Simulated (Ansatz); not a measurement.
# GeH2Cl2 (singlet): from Hartree-Fock to the top rungs, cc-pVDZ

Aim: climb from Hartree-Fock through coupled cluster and multireference methods for GeH2Cl2 (singlet) at one geometry and basis, and see what each rung misses.

Method: cc-pVDZ, core rule «outside noble gas», up to 24 orbitals frozen; program: Ansatz 0.2.0, Gaussian basis.

To be run: UHF; CCSD(T) on RHF; BCCD(T) on RHF; CISD; CCSDT(Q) on RHF; CASSCF and MRCISD+Q, 8 electrons in 8 orbitals; CASSCF and NEVPT2, 8 electrons in 8 orbitals.

11 further runs of the same task are left out: 5 that didn't finish, 6 set aside as unsound or not needed.

## (1) What is computed

The geometry is a PBE0/def2-TZVP stationary point (not a proven minimum). No spin-orbit coupling is included. The filled d shell of Ge may be among the frozen orbitals whatever the setting's name suggests; the logs give the count.

5 atoms, charge 0, spin multiplicity 1.

Atoms are counted from 1 here; the program's logs count them from 0.

Bond lengths: Ge1–Cl2 2.140 Å, Ge1–Cl3 2.140 Å, Ge1–H4 1.529 Å, Ge1–H5 1.529 Å. Angles: Cl2–Ge1–Cl3 108.3°, Cl2–Ge1–H4 108.1°, Cl2–Ge1–H5 108.1°, Cl3–Ge1–H4 108.1°, Cl3–Ge1–H5 108.1°, H4–Ge1–H5 115.8°.

As a file:

```xyz
5
charge 0, multiplicity 1
Ge    0.0000   -0.5990    0.0000
Cl    0.0000    0.6538   -1.7352
Cl    0.0000    0.6538    1.7352
H     1.2947   -1.4116    0.0000
H    -1.2947   -1.4116    0.0000
```

## (2) UHF

File in.yaml:

```yaml
crystal:
  periodic: [false, false, false]
  atoms:
    - {symbol: Ge, position_ang: [0.000000, -0.599019, 0.000000]}
    - {symbol: Cl, position_ang: [0.000000, 0.653799, -1.735170]}
    - {symbol: Cl, position_ang: [0.000000, 0.653799, 1.735170]}
    - {symbol: H, position_ang: [1.294695, -1.411580, 0.000000]}
    - {symbol: H, position_ang: [-1.294696, -1.411580, 0.000000]}
basis:
  gaussian: {orbitals: cc-pVDZ}
magnetization: {spin_polarized: true, initial_magnetization: 0}
hamiltonian: {xc: hf}
output: {orbitals: {seedname: orbitals}}
```

Command:

```
> ansatz run in.yaml --threads 1 --pin off --events-out ev --progress --plain --max-ram 2393MiB
```

The runs that follow: CCSD(T) on RHF; BCCD(T) on RHF; CISD; CCSDT(Q) on RHF; CASSCF and MRCISD+Q, 8 electrons in 8 orbitals; CASSCF and NEVPT2, 8 electrons in 8 orbitals.

**Question.** What will the summary of the whole plan be? Wanted: RCCSDT(Q) below the RHF energy; RMP2 from RCCSDT(Q); RCCSD from RCCSDT(Q); RCCSD(T) from RCCSDT(Q); T1 diagnostic.

As calculated:

| quantity | value |
| --- | --- |
| RCCSDT(Q) below the RHF energy | -11.1325 eV |
| RMP2 from RCCSDT(Q) | +1309.4 meV |
| RCCSD from RCCSDT(Q) | +269.6 meV |
| RCCSD(T) from RCCSDT(Q) | +43.0 meV |
| levels within 1 kcal/mol (43 meV) | RCCSD(T), BCCD(T), RCCSDT |
| T1 diagnostic | 0.009 |

RCCSD(T) lands +43.0 meV from the yardstick (0.4 % of the correlation energy). These misses are within one basis, not against nature.
